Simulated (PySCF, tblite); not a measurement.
# C6H13BN2O: geometry, infrared bands and NMR shifts

Aim: predict the infrared bands and NMR shifts of C6H13BN2O (`C/C(=C\OB(N)N)C1CC1`).

Programs: tblite 0.8.0 and PySCF 2.14.0, with density-fitted response routines of our own. Each step states its level of theory. These are calculated values for one molecule in the gas phase, unless marked as measured. Atoms count from 0, in the outputs and in this text.

### Step 1. The starting structure

23 atoms, charge 0, multiplicity 1; geometry from: force field or distance geometry start.

Bonds of the start (Å): C0–C1 1.51, C1–C2 1.33, C2–O3 1.38, O3–B4 1.48, B4–N5 1.52, B4–N6 1.52, C1–C7 1.47, C7–C8 1.51, C8–C9 1.50, C9–C7 1.53, C0–H10 1.11, C0–H11 1.10, C0–H12 1.13, C2–H13 1.10, N5–H14 1.03, N5–H15 1.03, N6–H16 1.03, N6–H17 1.05, C7–H18 1.11, C8–H19 1.12, C8–H20 1.11, C9–H21 1.11, C9–H22 1.09.

### Step 2. Relaxing the molecule with GFN2-xTB

What the job is given:

```
{"job": {"kind": "relax", "xc": "GFN2-xTB", "basis": "xTB"}, "charge": 0, "multiplicity": 1}
C     -1.212100    -1.576300     0.791800
C     -0.819400    -0.460800    -0.149700
C      0.387800     0.095000    -0.032600
O      1.266800    -0.335500     0.943900
B      2.703400    -0.008900     0.823200
N      3.027500     1.428800     0.440500
N      3.638200    -1.166700     0.510700
C     -1.784000    -0.021500    -1.172300
C     -2.155500     1.435700    -1.245500
C     -3.089000     0.486000    -0.552300
H     -1.758500    -2.378700     0.246800
H     -0.357400    -2.040400     1.304800
H     -1.849400    -1.147800     1.619000
H      0.659000     0.906300    -0.730900
H      4.002100     1.711800     0.625400
H      2.681600     1.688200    -0.494000
H      4.511600    -0.879300     0.042400
H      3.157300    -1.863900    -0.115400
H     -1.826400    -0.534600    -2.154600
H     -1.539500     2.134200    -0.630300
H     -2.531000     1.878800    -2.193200
H     -3.141800     0.582700     0.547300
H     -3.976000     0.094100    -1.055800
```

Run with:

```
$ OMP_NUM_THREADS=1 python probes_run.py task.json out
```

This one command runs all jobs of the session in turn.

**Question.** This job is followed by: GFN2-xTB harmonic vibrations, gas phase; GIAO PBE0/pcSseg-1 NMR shielding, non-relativistic, gas phase. Predict these results of the whole session: strongest single infrared mode (GFN2-xTB); zero-point energy (GFN2-xTB); ¹³C shifts against TMS (PBE0/pcSseg-1, means over atoms taken as alike); ¹H shifts against TMS (PBE0/pcSseg-1, means over atoms taken as alike); ¹⁷O shifts against H2O (PBE0/pcSseg-1); ¹¹B shifts against BF3·OEt2 (PBE0/pcSseg-1); ¹⁵N shifts against NH3 (PBE0/pcSseg-1, means over atoms taken as alike).

As calculated:

| quantity | value |
| --- | --- |
| strongest single infrared mode (GFN2-xTB) | 1274 cm⁻¹, 1075 km/mol |
| zero-point energy (GFN2-xTB) | 119.4 kcal/mol |
| ¹³C shifts against TMS (PBE0/pcSseg-1, means over atoms taken as alike) | 141.8, 125.1, 17.7, 16.9, 5.7 ppm |
| ¹H shifts against TMS (PBE0/pcSseg-1, means over atoms taken as alike) | 6.47, 1.96, 1.62, 1.28, 0.49, 0.17 ppm |
| ¹⁷O shifts against H2O (PBE0/pcSseg-1) | 141.6 ppm |
| ¹¹B shifts against BF3·OEt2 (PBE0/pcSseg-1) | 19.5 ppm |
| ¹⁵N shifts against NH3 (PBE0/pcSseg-1, means over atoms taken as alike) | 44.2 ppm |

In words: Over 166 steps the energy fell by 1.865 eV; of the close pairs, B4–N6 changed most, 1.521 to 1.410 Å. All 63 modes are real, so the xTB geometry is a minimum. The strongest single mode, at 1274 cm⁻¹, moves mainly B4. Unscaled tight-binding wavenumbers are off by several per cent, some by more. Its intensities can rank the bands wrongly.
